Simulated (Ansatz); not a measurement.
# CH₅GaO₂S: one species, many methods

How much do the methods differ for CH₅GaO₂S? The plan is to run it at one geometry with functionals of several rungs and with coupled cluster. The yardstick is the atomisation energy at the CCSD(T) limit.

Program: Ansatz 0.2.0, Gaussian basis. Level of theory: functionals in def2-TZVPP, the program's frozen cores in correlated methods. These are calculated values, not measurements.

Levels to be run: PBE-D4, r2SCAN-D4, PBE0-D4, B3LYP-D4, ωB97X-V, ωB97M-V, B2PLYP; CCSD(T)/def2-TZVPP; MP2/def2-QZVPP; extrapolation to the limit.

## Step 1: Structure used throughout

All runs share one geometry, relaxed beforehand with PBE0-D4 in a triple-zeta def2 set.

SMILES `C[O][Ga]([OH])[SH]`, 10 atoms, charge 0, spin multiplicity 1.

Atoms are counted from 1 here; the program's logs count them from 0.

Bond lengths: C1–O2 1.411 Å, C1–H6 1.095 Å, C1–H7 1.095 Å, C1–H8 1.095 Å, O2–Ga3 1.769 Å, Ga3–O4 1.780 Å, Ga3–S5 2.184 Å, O4–H9 0.959 Å, S5–H10 1.345 Å. Angles: O2–C1–H6 113.2°, O2–C1–H7 109.6°, O2–C1–H8 109.4°, H6–C1–H7 108.2°, H6–C1–H8 108.2°, H7–C1–H8 108.2°, C1–O2–Ga3 122.2°, O2–Ga3–O4 116.4°, O2–Ga3–S5 119.1°, O4–Ga3–S5 124.5°, Ga3–O4–H9 114.6°, Ga3–S5–H10 91.7°.

## Step 2: PBE-D4 (GGA)

Input file in.yaml:

```yaml
crystal:
  periodic: [false, false, false]
  atoms:
    - {symbol: C, position_ang: [-0.334352, -0.498143, -1.684401]}
    - {symbol: O, position_ang: [0.020905, 0.546286, -0.804545]}
    - {symbol: Ga, position_ang: [0.190262, 0.294848, 0.938632]}
    - {symbol: O, position_ang: [-0.106280, -1.356491, 1.532472]}
    - {symbol: S, position_ang: [0.739448, 1.986820, 2.206263]}
    - {symbol: H, position_ang: [-0.461123, -1.462401, -1.180297]}
    - {symbol: H, position_ang: [-1.274607, -0.249897, -2.187792]}
    - {symbol: H, position_ang: [0.442107, -0.611248, -2.448050]}
    - {symbol: H, position_ang: [-0.005866, -1.464076, 2.480108]}
    - {symbol: H, position_ang: [0.789517, 2.814292, 1.147610]}
basis:
  gaussian: {orbitals: def2-TZVPP}
hamiltonian: {xc: pbe, dispersion: d4}
output: {forces: true, orbitals: {seedname: orbitals}}
```

On the command line:

```sh
$ ansatz run in.yaml --threads 2 --pin off --events-out ev --progress --plain --max-ram 32768MiB --backend cpu
```

Further steps of the session: r2SCAN-D4 (meta-GGA); PBE0-D4 (hybrid); B3LYP-D4 (hybrid); ωB97X-V (range-separated); ωB97M-V (range-separated); B2PLYP (double hybrid); CCSD(T) in def2-TZVPP; MP2 in def2-QZVPP.

Before running them: what should the planned runs give, taken together? Wanted: atomisation energy, CCSD(T)/CBS; farthest; mean size of error, hybrid; mean size of error, range-separated; gap, smallest and largest; T1 diagnostic; triples share of the correlation energy.

The runs gave:

```
                               quantity                                 value
        atomisation energy, CCSD(T)/CBS                         3518.0 kJ/mol
 functionals within 35.2 kJ/mol (1.0 %)           r2SCAN-D4, ωB97X-V, ωB97M-V
                               farthest                 B2PLYP (-66.6 kJ/mol)
             mean size of error, hybrid                           47.7 kJ/mol
    mean size of error, range-separated                           13.7 kJ/mol
              gap, smallest and largest  4.60 eV (PBE-D4), 11.40 eV (ωB97X-V)
                          T1 diagnostic                                0.0138
triples share of the correlation energy                                 3.9 %
```

In words: PBE-D4 is off by +40.6 kJ/mol. Double hybrids carry the basis error of their MP2 part in triple zeta, and no dispersion term here, so their miss is partly the set-up's. The reference freezes the cores and leaves out relativity and excitations past (T), and its outer-core shells are covered unevenly, so misses under about 35.2 kJ/mol can't be ranked. Hartree-Fock recovers 69 % of the binding; the rest is correlation. The gap grows from 4.6 to 11.4 eV across the functionals, mostly with the share of exact exchange. Correlated methods include outer-core shells of Ga, which these sets cover unevenly.
